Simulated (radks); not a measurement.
**Hg³⁺ in [Xe] 4f14 5d8.75 6s0.25: an all-electron calculation**

What are the levels of the mercury ion Hg3+, how large are its shells, and how does its energy divide?

Program: radks (a radial shooting solver on a logarithmic mesh, Libxc functionals) version 1. Level of theory: Dirac Kohn-Sham, LDA (Slater exchange, Perdew-Wang correlation), spin-unpolarised, spherical densities, finite nucleus; open shells are shared between the two j in proportion to 2j + 1. These are calculated values, not measurements, unless marked.

### 1 The atom as given

```
element            : mercury (Z = 80)
charge             : +3
electrons          : 77
configuration      : [Xe] 4f14 5d8.75 6s0.25
nuclear rms radius : 5.4648 fm
```

### 2 The run

Settings of this run:

```text
Z 80
configuration [Xe] 4f14 5d8.75 6s0.25
relativity Dirac
functional lda,pw
spin unpolarised
j_filling average
nucleus finite rms 5.4648 fm
c 137.035999084
```

Launch:

```
$ python run_ks.py task.json out
```

The same process makes all the runs of this session.

**Question.** What will this run give?

**Answer**, as computed:

| quantity | value |
| --- | --- |
| total energy | -19644.0740 hartree |
| exchange-correlation share of it | 1.84 % |
| −T/E | 1.1525 |
| highest occupied level | 6s1/2, -34.963 eV |
| most extended occupied level | 6s1/2, <r> = 2.21 bohr |
| radius at density 0.001 e/bohr³ | 3.32 bohr |
| maxima of the radial density | 4 |

The radial density shows 4 maxima for 6 occupied principal shells; where shells overlap, one shows as a shoulder or not at all. −T/E is 1.152: with relativity the kinetic term as defined here no longer equals −E. This is not the tabulated ground configuration, so its levels and sizes aren't those of the ground state, and no measured value stands beside it.
